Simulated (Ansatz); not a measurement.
# ClFHNbO₂: taking an electron away

One table from this session's results is given with a row withheld; the runs are named, their logs left out.

Computed with Ansatz 0.2.0, Gaussian basis. Level: unrestricted cation, the program's frozen cores in correlated methods.

Plan: UKS PBE-D4/def2-TZVPP; UKS r2SCAN-D4/def2-TZVPP; UKS PBE0-D4/def2-TZVPP; UKS B3LYP-D4/def2-TZVPP; UKS wB97X-V/def2-TZVPP; UKS wB97M-V/def2-TZVPP; UKS B2PLYP/def2-TZVPP; UHF-CCSD(T)/def2-TZVPP; UHF-MP2/def2-QZVPP; extrapolation to the limit; then −ε(HOMO) from the neutral's earlier runs with LDA (SPW92), PBE-D4, revPBE-D4, BLYP-D4, r2SCAN-D4, B97M-V, PBE0-D4, B3LYP-D4, r2SCANh-D4, r2SCAN0-D4, HSE06-D4, BHLYP-D4, CAM-B3LYP-D4, LC-ωPBE, ωB97X-V, ωB97M-V.

### The relaxed structure

The geometry comes from an earlier relaxation with PBE0-D4 in a triple-zeta def2 set; it is a stationary point. Nb takes the def2 core potential; no spin-orbit term is included.

SMILES `[O]=[Nb]([OH])([F])[Cl]`, 6 atoms, charge 0, spin multiplicity 1.

Atoms are counted from 1 here; the program's logs count them from 0.

Bond lengths: O1–Nb2 1.684 Å, Nb2–O3 1.874 Å, Nb2–F4 1.863 Å, Nb2–Cl5 2.296 Å, O3–H6 0.960 Å. Angles: O1–Nb2–O3 107.7°, O1–Nb2–F4 108.3°, O1–Nb2–Cl5 108.5°, O3–Nb2–F4 110.4°, O3–Nb2–Cl5 110.2°, F4–Nb2–Cl5 111.7°, Nb2–O3–H6 130.4°.

Set-up of the first run:

The input, in.yaml:

```yaml
crystal:
  periodic: [false, false, false]
  atoms:
    - {symbol: O, position_ang: [-1.513086, -0.185664, 0.894745]}
    - {symbol: Nb, position_ang: [-0.314607, 0.041754, -0.266599]}
    - {symbol: O, position_ang: [1.329411, -0.396988, 0.519096]}
    - {symbol: F, position_ang: [-0.669562, -1.089936, -1.703366]}
    - {symbol: Cl, position_ang: [-0.326389, 2.247885, -0.902095]}
    - {symbol: H, position_ang: [1.536233, -0.681052, 1.412120]}
basis:
  gaussian: {orbitals: def2-TZVPP}
total_charge: 1
magnetization: {spin_polarized: true, initial_magnetization: 1}
hamiltonian: {xc: pbe, dispersion: d4}
```

Started as:

```bash
ansatz run in.yaml --threads 2 --pin off --events-out ev --progress --plain --max-ram 32768MiB --backend cpu
```

Among the steps run: Cation, UKS PBE-D4/def2-TZVPP; Cation, UKS r2SCAN-D4/def2-TZVPP; Cation, UKS PBE0-D4/def2-TZVPP; Cation, UKS B3LYP-D4/def2-TZVPP; Cation, UKS wB97X-V/def2-TZVPP; Cation, UKS wB97M-V/def2-TZVPP; Cation, UKS B2PLYP (frozen core)/def2-TZVPP; Cation, UHF-CCSD(T)/def2-TZVPP; Cation, UHF-MP2/def2-QZVPP.

One table of the session follows, with a row left open; its other results are not shown here.

For comparison, −ε(HOMO) of the neutral from earlier runs:

```
  functional  −ε(HOMO) (eV)
 LDA (SPW92)           8.23
      PBE-D4           8.03
   revPBE-D4           7.96
     BLYP-D4           7.89
   r2SCAN-D4           8.43
      B97M-V           8.49
     PBE0-D4           9.53
    B3LYP-D4           9.25
  r2SCANh-D4           8.97
  r2SCAN0-D4           9.79
    HSE06-D4           9.12
    BHLYP-D4          10.88
CAM-B3LYP-D4              ?
     LC-ωPBE          12.30
     ωB97X-V          11.92
     ωB97M-V          11.79
```

Estimate the missing values for CAM-B3LYP-D4.

The run gave: −ε(HOMO) (eV): 10.91. In the column «−ε(HOMO) (eV)» it lies between BHLYP-D4 (10.88) and ωB97M-V (11.79).
